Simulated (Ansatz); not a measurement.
# Ni: the cost of one run

Program: Ansatz 0.2.0. Level of theory: DFT PBE, scalar-relativistic, plane waves, PAW. These are calculated values, not measurements.

### 1 The system as given

It takes space group Fm-3m (No. 225, cubic). The conventional cell has a = 3.475 Å, b = 3.475 Å, c = 3.475 Å, α = 90.00°, β = 90.00°, γ = 90.00°. Ni (site symmetry m-3m) has 12 Ni at 2.46 Å as nearest neighbours.

Structure file:

```cif
data_structure
_symmetry_space_group_name_H-M 'Fm-3m'
_symmetry_Int_Tables_number 225
_cell_length_a 3.4751
_cell_length_b 3.4751
_cell_length_c 3.4751
_cell_angle_alpha 90.000
_cell_angle_beta 90.000
_cell_angle_gamma 90.000
_cell_volume 41.97
loop_
_atom_site_label
_atom_site_type_symbol
_atom_site_symmetry_multiplicity
_atom_site_Wyckoff_symbol
_atom_site_fract_x
_atom_site_fract_y
_atom_site_fract_z
_atom_site_occupancy
Ni1 Ni 4 a 0.00000 0.00000 0.00000 1
```

Source of the structure: the Materials Project (structure only).

(A quick probe on a coarse mesh, which set the mesh and smearing, is not shown.)

### 3 Coarse relaxation

Input file input.yaml:

```yaml
crystal:
  lattice:
    - [0.0, 1.73757293, 1.73757293]
    - [1.73757293, 0.0, 1.73757293]
    - [1.73757293, 1.73757293, 0.0]
  atoms:
    - { symbol: Ni, position: [0.0, 0.0, 0.0], spin: 0.81 }
basis:
  ecutwfc: 420
kpoints:
  mp_grid: { grid: [10, 10, 10] }
hamiltonian:
  xc: pbe
scf:
  occupations: { method: gaussian, width: 0.1 }
output:
  forces: true
  stress: true
  eigenvalues: true
  populations: true
magnetization:
  spin_polarized: true
relax:
  adjacent_minimum: "off"
  f_tol: 0.05
  max_steps: 80
  cell: { stress_tol: 0.5 }
```

The run is started by

```sh
$ ansatz run input.yaml --threads 4 --pin off --max-ram 8192MiB --backend cpu --events-out ev --progress --plain --runs-dir out
```

**Question.** How long does this run take on 4 threads of Arm Neoverse V1, shared host, and how much memory does it need?

About 2.5 s, with a peak of 0.28 GiB.
